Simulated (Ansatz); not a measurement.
FGeH3O3, SMILES [OH][Ge]([OH])([OH])[F]: vertical energies of changing the electron count, run with Ansatz 0.2.0 through its Python package.

`ip_fgeh3o3.py`:
```python
# -*- coding: utf-8 -*-
"""Vertical ionisation energy and electron affinity of FGeH3O3."""

import ansatz as az


def single_point(molecule, charge=0, unpaired=0):
    calc = molecule.calculation().basis(gaussian="def2-SVPD").functional("HF")
    if charge:
        calc = calc.charge(charge)
    if unpaired:
        calc = calc.spin("collinear", total=unpaired)
    return calc.run(threads=1).report["free_energy_ev"]

system = (
    az.Crystal.molecule()
    .atom("O", (-0.9994, 1.1687, 0.7871))
    .atom("Ge", (0.0929, 0.2058, -0.164))
    .atom("O", (1.5525, -0.0482, 0.781))
    .atom("O", (-0.5844, -1.3601, -0.5356))
    .atom("F", (0.5029, 1.0207, -1.6806))
    .atom("H", (-1.8404, 1.3182, 0.1867))
    .atom("H", (2.1841, -0.6135, 0.2217))
    .atom("H", (-0.8161, -1.7488, 0.348))
)

# delta-SCF style differences, no relaxation
parent = single_point(system, 0, 0)
cation = single_point(system, 1, 1)
print(f"E(N)   = {parent:.5f} eV")
print(f"E(N-1) = {cation:.5f} eV  (1 unpaired)")
print(f"vertical ionisation energy {cation - parent:.3f} eV")
anion = single_point(system, -1, 1)
print(f"E(N+1) = {anion:.5f} eV  (1 unpaired)")
print(f"vertical electron affinity {parent - anion:.3f} eV" + ("" if anion < parent else " (unbound in this basis)"))
print(f"fundamental gap IP - EA = {cation + anion - 2 * parent:.3f} eV")
```

What does it cost to change the electron count at this fixed geometry?

At this unrelaxed geometry removing an electron costs 11.21 eV and an added one is unbound in this basis (by 1.21 eV).

The output:

```console
$ python ip_fgeh3o3.py
E(N)   = -65327.69639 eV
E(N-1) = -65316.48591 eV  (1 unpaired)
vertical ionisation energy 11.210 eV
E(N+1) = -65326.48607 eV  (1 unpaired)
vertical electron affinity -1.210 eV (unbound in this basis)
fundamental gap IP - EA = 12.421 eV
```

Total energies depend on the basis set; only differences at equal settings carry meaning. The geometry is a force-field or estimated start, not a minimum of this method, and the basis set is short of its limit. All parts are taken at fixed geometry, without zero-point energy. At an unrelaxed start these energies can be a whole eV from those at the minimum, and a small affinity can change sign. Hartree-Fock leaves correlation out, so bond, atomisation and ionisation energies come out well too low. A negative electron affinity means that the anion is unbound here; its size hangs on the basis and tends to about zero as the basis grows, and so does its part in any gap built on it. It ran for 82 s on 1 thread of Arm Neoverse V2, with other jobs on the host, peak memory 0.81 GiB.
